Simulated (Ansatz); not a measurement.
# CdSb2C: the cost of one run

Method: reference: DFT, HSE06, plane waves, PAW, in Ansatz 0.2.0.

1 further run of the same task is left out (for a known fault of the program).

**1. The starting structure**

It takes space group P-4m2 (No. 115, tetragonal). Conventional cell: a = 3.833 Å, b = 3.833 Å, c = 6.604 Å, α = 90.00°, β = 90.00°, γ = 90.00°. Around Cd (site symmetry -4m2) lie 4 Sb at 2.81 Å. Sb (site symmetry 2mm) has 2 C at 2.29 Å as nearest neighbours. C (site symmetry -4m2) is surrounded by 4 Sb at 2.29 Å.

Coordinates:

```xyz
4
Lattice="3.8334 0.0000 0.0000 0.0000 3.8334 0.0000 0.0000 0.0000 6.6035" Properties=species:S:1:pos:R:3 pbc="T T T"
Cd    0.0000    0.0000    0.0000
Sb    0.0000    1.9167    2.0564
C     1.9167    1.9167    3.3018
Sb    1.9167    0.0000    4.5472
```

**2. The reference run**

input.yaml reads:

```yaml
crystal:
  lattice:
    - [3.8334338938, 0.0, 0.0]
    - [0.0, 3.8334338938, 0.0]
    - [0.0, 0.0, 6.6035399915]
  atoms:
    - { symbol: Cd, position: [0.0, 0.0, 0.0] }
    - { symbol: Sb, position: [0.0, 0.5, 0.311403771] }
    - { symbol: C, position: [0.5, 0.5, 0.5] }
    - { symbol: Sb, position: [0.5, 0.0, 0.688596229] }
kpoints:
  mp_grid: { grid: [4, 4, 2] }
hamiltonian:
  xc: hse06
scf:
  occupations: { method: fermi_dirac, width: 0.02 }
  n_extra_bands: 5
output:
  forces: true
  stress: true
  eigenvalues: true
  write_density: true
  write_potential: true
  elf: true
  volumetric_format: npy
```

Started as:

```console
$ ansatz run input.yaml --threads 4 --pin off --max-ram 3686MiB --backend cpu --events-out ev --progress --plain --runs-dir out
```

**Question.** How long does this run take on 4 threads of Arm Neoverse N1, shared host, and how much memory does it need?

About 33 s, with a peak of 1.3 GiB.
